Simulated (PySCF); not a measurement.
**A gas-phase reaction: Cl4Si + H2O → Cl3HOSi + ClH**

Aim: the reaction energy of `Cl[Si](Cl)(Cl)Cl` + `O` → `O[Si](Cl)(Cl)Cl` + `Cl`.

Computed with PySCF 2.14.0; each step states its level. No surroundings beyond the atoms listed, unless a continuum is named. Atoms count from 0, parts from 1.

## 1. The system as given

Each species was relaxed by itself at PBE0-D3(BJ)/def2-SVPD.

## 2. Energies of the species: wB97M-D3(BJ)/def2-TZVPD

The job: settings as JSON, then the geometry in Å.

```
{"job": {"kind": "react", "xc": "wB97M-D3(BJ)", "basis": "def2-TZVPD"}, "charge": 0, "multiplicity": 1}
-1 Cl4Si charge 0 multiplicity 1
Cl    -1.570050    -0.251330    -1.289950
Si    -0.006910     0.008760    -0.005160
Cl     0.287800     2.002120     0.312470
Cl    -0.422640    -0.908250     1.769070
Cl     1.679420    -0.807150    -0.812480

-1 H2O charge 0 multiplicity 1
O      0.003400     0.389120    -0.014220
H     -0.764570    -0.187900     0.006400
H      0.761170    -0.201190     0.007800

+1 Cl3HOSi charge 0 multiplicity 1
O     -1.209110    -0.446890    -0.395760
Si     0.239700     0.233770    -0.045470
Cl     0.358160     0.759990     1.931300
Cl     1.784960    -1.052620    -0.441300
Cl     0.401540     1.892100    -1.213920
H     -1.466610    -1.253520     0.059680

+1 ClH charge 0 multiplicity 1
Cl     0.644670    -0.005200    -0.004410
H     -0.643440     0.006370     0.007930
```

Method: wB97M-D3(BJ)/def2-TZVPD reaction energy of separated species, gas phase.

Run with:

```console
$ OMP_NUM_THREADS=1 python cluster_run.py task.json out
```

The driver reads the jobs from task.json and runs them one after another.

The program printed:

```text
species 1 (Cl4Si)
coarse grid: 31680 points
cycle   1  E = -2130.7215371327  dE =  6.674e-01  |g| = 5.665e-01  |ddm| = 1.964e+00
cycle   2  E = -2130.7260258266  dE = -4.489e-03  |g| = 6.102e-01  |ddm| = 9.440e-01
cycle   3  E = -2130.8137851863  dE = -8.776e-02  |g| = 2.374e-02  |ddm| = 4.622e-01
cycle   4  E = -2130.8139544542  dE = -1.693e-04  |g| = 6.338e-03  |ddm| = 3.643e-02
cycle   5  E = -2130.8139744033  dE = -1.995e-05  |g| = 2.465e-03  |ddm| = 1.310e-02
cycle   6  E = -2130.8139761831  dE = -1.780e-06  |g| = 3.465e-04  |ddm| = 2.585e-03
final grid: 58912 points
cycle   7  E = -2130.8138227038  dE = -1.566e-07  |g| = 1.373e-04  |ddm| = 2.187e-03
cycle   8  E = -2130.8138227143  dE = -1.047e-08  |g| = 4.904e-05  |ddm| = 3.069e-04
cycle   9  E = -2130.8138227156  dE = -1.268e-09  |g| = 1.873e-05  |ddm| = 7.732e-05
cycle  10  E = -2130.8138227158  dE = -2.415e-10  |g| = 5.298e-06  |ddm| = 3.798e-05
converged SCF energy = -2130.8138227158

species 2 (H2O)
coarse grid: 10128 points
cycle   1  E = -76.4117504652  dE = -7.453e-02  |g| = 5.872e-01  |ddm| = 8.994e-01
cycle   2  E = -76.4087437234  dE =  3.007e-03  |g| = 6.461e-01  |ddm| = 5.038e-01
cycle   3  E = -76.4759339261  dE = -6.719e-02  |g| = 2.731e-02  |ddm| = 2.374e-01
cycle   4  E = -76.4760591282  dE = -1.252e-04  |g| = 5.497e-03  |ddm| = 1.609e-02
cycle   5  E = -76.4760678050  dE = -8.677e-06  |g| = 8.214e-04  |ddm| = 5.831e-03
final grid: 21952 points
cycle   6  E = -76.4760630420  dE = -1.976e-07  |g| = 5.844e-04  |ddm| = 1.372e-03
cycle   7  E = -76.4760630488  dE = -6.848e-09  |g| = 6.467e-04  |ddm| = 6.469e-04
cycle   8  E = -76.4760631125  dE = -6.365e-08  |g| = 3.200e-05  |ddm| = 2.236e-04
cycle   9  E = -76.4760631133  dE = -8.239e-10  |g| = 4.134e-06  |ddm| = 1.104e-04
converged SCF energy = -76.4760631133

species 3 (Cl3HOSi)
coarse grid: 33016 points
cycle   1  E = -1746.3041814147  dE =  6.525e-01  |g| = 7.625e-01  |ddm| = 2.074e+00
cycle   2  E = -1746.3032073049  dE =  9.741e-04  |g| = 8.378e-01  |ddm| = 1.070e+00
cycle   3  E = -1746.4287552121  dE = -1.255e-01  |g| = 5.589e-02  |ddm| = 5.345e-01
cycle   4  E = -1746.4293030184  dE = -5.478e-04  |g| = 3.207e-02  |ddm| = 6.990e-02
cycle   5  E = -1746.4295063621  dE = -2.033e-04  |g| = 4.926e-03  |ddm| = 2.219e-02
cycle   6  E = -1746.4295158750  dE = -9.513e-06  |g| = 1.447e-03  |ddm| = 8.765e-03
final grid: 63744 points
cycle   7  E = -1746.4294053632  dE = -5.510e-07  |g| = 1.015e-03  |ddm| = 3.361e-03
cycle   8  E = -1746.4294054442  dE = -8.107e-08  |g| = 9.000e-04  |ddm| = 1.342e-03
cycle   9  E = -1746.4294056220  dE = -1.778e-07  |g| = 1.034e-04  |ddm| = 5.820e-04
cycle  10  E = -1746.4294056246  dE = -2.641e-09  |g| = 3.954e-05  |ddm| = 9.403e-05
cycle  11  E = -1746.4294056253  dE = -6.730e-10  |g| = 2.042e-05  |ddm| = 6.610e-05
converged SCF energy = -1746.4294056253

species 4 (ClH)
coarse grid: 8792 points
cycle   1  E = -460.8503330832  dE = -8.165e-02  |g| = 2.169e-01  |ddm| = 7.239e-01
cycle   2  E = -460.8625126747  dE = -1.218e-02  |g| = 1.397e-01  |ddm| = 2.651e-01
cycle   3  E = -460.8670521273  dE = -4.539e-03  |g| = 1.358e-02  |ddm| = 9.818e-02
cycle   4  E = -460.8670932106  dE = -4.108e-05  |g| = 3.364e-03  |ddm| = 9.545e-03
cycle   5  E = -460.8670994591  dE = -6.248e-06  |g| = 8.516e-04  |ddm| = 3.915e-03
final grid: 17120 points
cycle   6  E = -460.8670681780  dE = -3.715e-07  |g| = 3.676e-04  |ddm| = 8.891e-04
cycle   7  E = -460.8670682242  dE = -4.627e-08  |g| = 1.618e-04  |ddm| = 3.981e-04
cycle   8  E = -460.8670682308  dE = -6.573e-09  |g| = 4.221e-05  |ddm| = 1.295e-04
cycle   9  E = -460.8670682321  dE = -1.314e-09  |g| = 3.973e-06  |ddm| = 6.531e-05
cycle  10  E = -460.8670682321  dE = -5.912e-12  |g| = 8.165e-07  |ddm| = 3.312e-06
converged SCF energy = -460.8670682321

Reaction energy = -3.843 kcal/mol
```

It took 54 s on 1 thread of Arm Neoverse N1, shared host; peak memory 0.78 GiB.

Species by species (with the dispersion term, which the log's SCF energies lack):

```
 ν           species  energy (Eh)  HOMO (eV)
-1  Cl[Si](Cl)(Cl)Cl  -2130.82261     -11.90
-1                 O    -76.47682     -11.72
+1   O[Si](Cl)(Cl)Cl  -1746.43794     -11.70
+1                Cl   -460.86761     -11.93
```

## 3. Energies of the species: PBE0-D3(BJ)/def2-TZVPD

Settings changed since step 2:

```diff
@@ -1,2 +1,2 @@
-{"job": {"kind": "react", "xc": "wB97M-D3(BJ)", "basis": "def2-TZVPD"}, "charge": 0, "multiplicity": 1}
+{"job": {"kind": "react", "xc": "PBE0", "basis": "def2-TZVPD", "disp": "d3bj"}, "charge": 0, "multiplicity": 1}
 -1 Cl4Si charge 0 multiplicity 1
```

Level: PBE0-D3(BJ)/def2-TZVPD reaction energy of separated species, gas phase.

The program printed:

```text
species 1 (Cl4Si)
coarse grid: 8120 points
cycle   1  E = -2129.8003295587  dE =  5.967e-01  |g| = 4.393e-01  |ddm| = 2.045e+00
cycle   2  E = -2129.7509606083  dE =  4.937e-02  |g| = 6.354e-01  |ddm| = 8.873e-01
cycle   3  E = -2129.8473655687  dE = -9.640e-02  |g| = 7.072e-02  |ddm| = 5.226e-01
cycle   4  E = -2129.8484375447  dE = -1.072e-03  |g| = 1.839e-02  |ddm| = 5.719e-02
cycle   5  E = -2129.8485097593  dE = -7.221e-05  |g| = 1.674e-03  |ddm| = 1.466e-02
cycle   6  E = -2129.8485102665  dE = -5.072e-07  |g| = 3.627e-04  |ddm| = 2.026e-03
final grid: 58912 points
cycle   7  E = -2129.8508978211  dE = -2.295e-05  |g| = 4.648e-03  |ddm| = 2.753e-02
cycle   8  E = -2129.8508984387  dE = -6.176e-07  |g| = 3.404e-03  |ddm| = 6.006e-03
cycle   9  E = -2129.8508999937  dE = -1.555e-06  |g| = 8.281e-04  |ddm| = 3.229e-03
cycle  10  E = -2129.8509001731  dE = -1.794e-07  |g| = 9.924e-05  |ddm| = 6.473e-04
cycle  11  E = -2129.8509001754  dE = -2.304e-09  |g| = 1.702e-05  |ddm| = 7.785e-05
cycle  12  E = -2129.8509001754  dE = -4.457e-11  |g| = 5.179e-06  |ddm| = 1.443e-05
converged SCF energy = -2129.8509001754

species 2 (H2O)
coarse grid: 2328 points
cycle   1  E = -76.3044329906  dE = -5.295e-03  |g| = 6.571e-01  |ddm| = 9.011e-01
cycle   2  E = -76.1882128335  dE =  1.162e-01  |g| = 1.036e+00  |ddm| = 7.256e-01
cycle   3  E = -76.3820343672  dE = -1.938e-01  |g| = 3.132e-02  |ddm| = 4.396e-01
cycle   4  E = -76.3822166699  dE = -1.823e-04  |g| = 5.864e-03  |ddm| = 1.606e-02
cycle   5  E = -76.3822218089  dE = -5.139e-06  |g| = 7.850e-04  |ddm| = 2.507e-03
final grid: 21952 points
cycle   6  E = -76.3808944921  dE = -1.508e-05  |g| = 3.440e-03  |ddm| = 9.303e-03
cycle   7  E = -76.3808925372  dE =  1.955e-06  |g| = 4.740e-03  |ddm| = 3.312e-03
cycle   8  E = -76.3808962339  dE = -3.697e-06  |g| = 2.521e-04  |ddm| = 1.960e-03
cycle   9  E = -76.3808962446  dE = -1.063e-08  |g| = 2.398e-05  |ddm| = 1.101e-04
cycle  10  E = -76.3808962447  dE = -1.117e-10  |g| = 3.288e-06  |ddm| = 1.513e-05
converged SCF energy = -76.3808962447

species 3 (Cl3HOSi)
coarse grid: 8208 points
cycle   1  E = -1745.4620902495  dE =  6.272e-01  |g| = 7.563e-01  |ddm| = 2.158e+00
cycle   2  E = -1745.3039596510  dE =  1.581e-01  |g| = 1.194e+00  |ddm| = 1.253e+00
cycle   3  E = -1745.5662199880  dE = -2.623e-01  |g| = 1.030e-01  |ddm| = 7.994e-01
cycle   4  E = -1745.5682596502  dE = -2.040e-03  |g| = 4.170e-02  |ddm| = 1.118e-01
cycle   5  E = -1745.5685542980  dE = -2.946e-04  |g| = 1.179e-02  |ddm| = 3.569e-02
cycle   6  E = -1745.5685878468  dE = -3.355e-05  |g| = 3.414e-03  |ddm| = 1.063e-02
cycle   7  E = -1745.5685906289  dE = -2.782e-06  |g| = 4.355e-04  |ddm| = 2.310e-03
final grid: 63744 points
cycle   8  E = -1745.5703839474  dE = -2.639e-05  |g| = 5.746e-03  |ddm| = 2.922e-02
cycle   9  E = -1745.5703792228  dE =  4.725e-06  |g| = 7.338e-03  |ddm| = 7.823e-03
cycle  10  E = -1745.5703882910  dE = -9.068e-06  |g| = 1.236e-03  |ddm| = 4.726e-03
cycle  11  E = -1745.5703885352  dE = -2.442e-07  |g| = 1.112e-04  |ddm| = 7.341e-04
cycle  12  E = -1745.5703885377  dE = -2.517e-09  |g| = 2.994e-05  |ddm| = 1.234e-04
cycle  13  E = -1745.5703885379  dE = -1.646e-10  |g| = 1.354e-05  |ddm| = 3.264e-05
converged SCF energy = -1745.5703885379

species 4 (ClH)
coarse grid: 2248 points
cycle   1  E = -460.6537837418  dE = -4.644e-02  |g| = 1.882e-01  |ddm| = 7.411e-01
cycle   2  E = -460.6558524615  dE = -2.069e-03  |g| = 1.902e-01  |ddm| = 3.151e-01
cycle   3  E = -460.6653813837  dE = -9.529e-03  |g| = 1.506e-02  |ddm| = 1.513e-01
cycle   4  E = -460.6654034409  dE = -2.206e-05  |g| = 2.693e-03  |ddm| = 7.323e-03
cycle   5  E = -460.6654049888  dE = -1.548e-06  |g| = 1.111e-03  |ddm| = 2.553e-03
final grid: 17120 points
cycle   6  E = -460.6658902930  dE = -4.429e-06  |g| = 2.164e-03  |ddm| = 7.337e-03
cycle   7  E = -460.6658903225  dE = -2.949e-08  |g| = 1.795e-03  |ddm| = 2.512e-03
cycle   8  E = -460.6658909402  dE = -6.177e-07  |g| = 1.533e-04  |ddm| = 1.363e-03
cycle   9  E = -460.6658909471  dE = -6.899e-09  |g| = 2.147e-05  |ddm| = 1.086e-04
cycle  10  E = -460.6658909472  dE = -9.953e-11  |g| = 4.934e-06  |ddm| = 1.681e-05
converged SCF energy = -460.6658909472

Reaction energy = -2.214 kcal/mol
```

Wall time 30 s (1 thread of Arm Neoverse N1, shared host); peak memory 0.68 GiB.

Reaction energy at this level: -2.21 kcal/mol.

## 4. Comparing the runs

Energies in kcal/mol, with wall time:

```csv
run,reaction,time
wB97M-D3(BJ)/def2-TZVPD,-3.84,54 s
PBE0-D3(BJ)/def2-TZVPD,-2.21,30 s
```

## 5. Summary of results

| quantity | value |
| --- | --- |
| reaction energy (wB97M-D3(BJ)/def2-TZVPD) | -3.84 kcal/mol |
| ΔH, ΔG at 298 K (xTB thermal terms) | -5.6, -6.7 kcal/mol |
| range of the reaction energy over the runs of this table | -3.84 to -2.21 kcal/mol |

The reaction is exothermic by 5.6 kcal/mol in the gas phase; dispersion gives +0.29, and xTB itself gave -10.29 for the electronic energy (xTB energies and thermal terms come from the earlier relaxation of each species, not shown). No barrier was sought. The reaction energy runs from -3.84 (wB97M-D3(BJ)/def2-TZVPD) to -2.21 kcal/mol (PBE0-D3(BJ)/def2-TZVPD).
